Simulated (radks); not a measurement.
# Ionising silver step by step, Ag²⁴⁺ to Ag⁴⁶⁺

One table from this session's results is given with a row withheld; the runs are named, their logs left out.

Method: Dirac Kohn-Sham, PBE, spin-unpolarised, spherical densities, point nucleus; open shells are shared between the two j in proportion to 2j + 1. Code: radks (a radial shooting solver on a logarithmic mesh, Libxc functionals) version 1.

## The atom as given

```
element             : silver (Z = 47)
charges             : 24 to 46
first configuration : [Ar] 3d5
last configuration  : 1s1
```

Outer shells as boxes (Hund's rule):

Ag²⁴⁺
```
[Ar] core
3d [↑ ][↑ ][↑ ][↑ ][↑ ]
```

Ag⁴⁶⁺
```
1s [↑ ]
```

The first run:

Settings of this run:

```text
Z 47
configuration [Ar] 3d5
relativity Dirac
functional pbe,pbe
spin unpolarised
j_filling average
nucleus point
c 137.035999084
```

Among the steps run: Ag²⁴⁺, [Ar] 3d5.

One of the session's tables, all rows but one given; the rest of the session is left out.

It belongs to the step «Ag²⁴⁺, [Ar] 3d5». Radial moments (bohr):

| level | <r> | outermost maximum (interpolated) | 90 % within | nodes |
| --- | --- | --- | --- | --- |
| 2s1/2 | 0.1339 | 0.114 | 0.207 | 1 |
| 2p1/2 | 0.1136 | 0.0880 | 0.186 | 0 |
| 2p3/2 | ? | ? | ? | ? |
| 3s1/2 | 0.3483 | 0.322 | 0.509 | 2 |
| 3p1/2 | 0.3364 | 0.307 | 0.502 | 1 |
| 3p3/2 | 0.3453 | 0.316 | 0.514 | 1 |
| 3d3/2 | 0.3093 | 0.255 | 0.479 | 0 |
| 3d5/2 | 0.3120 | 0.257 | 0.483 | 0 |

Estimate the missing values for 2p3/2.

**Answer.** <r>: 0.1186; outermost maximum (interpolated): 0.0923; 90 % within: 0.192; nodes: 0. In the column «<r>» it lies between 2p1/2 (0.1136) and 2s1/2 (0.1339).

Caveats from the session: Spin polarisation and multiplet splitting are left out, so open shells lie too high by an amount that depends on their filling.
